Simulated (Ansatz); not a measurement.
**HfHCl+ (doublet): wave-function methods side by side, def2-TZVPP**

An exercise on one series of results from a longer session: the logs are not shown, and one member is left open.

Computed with Ansatz 0.2.0, Gaussian basis. Level: def2-TZVPP, core rule «outside noble gas», up to 9 orbitals frozen.

Plan: UHF; ROHF; CCSD(T) on UHF.

2 further runs of the same task are left out: 2 set aside as unsound or not needed.

## The geometry

The geometry is a PBE0/def2-TZVP stationary point (not a proven minimum) of the parent state, kept for this charge and spin. No spin-orbit coupling is included. Elements past krypton take def2 core potentials.

3 atoms, charge 1, spin multiplicity 2.

Atoms are counted from 1 here; the program's logs count them from 0.

Bond lengths: Hf1–Cl2 2.337 Å, Hf1–H3 1.882 Å. Angles: Cl2–Hf1–H3 180.0°.

Geometry (Å):

```
atom    x (Å)    y (Å)     z (Å)
 Hf1  0.00000  0.00000   0.15150
 Cl2  0.00000  0.00000  -2.18540
  H3  0.00000  0.00000   2.03390
```

Set-up of the first run:

Input file in.yaml:

```yaml
crystal:
  periodic: [false, false, false]
  atoms:
    - {symbol: Hf, position_ang: [0.000000, 0.000000, 0.151500]}
    - {symbol: Cl, position_ang: [0.000000, 0.000000, -2.185400]}
    - {symbol: H, position_ang: [0.000000, 0.000000, 2.033900]}
basis:
  gaussian: {orbitals: def2-TZVPP}
total_charge: 1
magnetization: {spin_polarized: true, initial_magnetization: 1}
hamiltonian: {xc: hf}
output: {orbitals: {seedname: orbitals}}
```

Launch:

```bash
$ ansatz run in.yaml --threads 1 --pin off --events-out ev --progress --plain --max-ram 3968MiB --backend cpu
```

Among the steps run: UHF; ROHF; CCSD(T) on UHF.

One of the session's tables, all rows but one given; the rest of the session is left out.

```
  method  from UCCSD(T) (kJ/mol)
    ROHF                       ?
     UHF                  +759.2
    UMP2                   +96.7
   UCCSD                   +33.5
UCCSD(T)                       0
```

Estimate the missing values for ROHF.

The run gave: from UCCSD(T) (kJ/mol): +764.6. In the column «from UCCSD(T) (kJ/mol)» it is the highest.

To keep in mind: Warnings: coupled cluster took another determinant than the lowest.
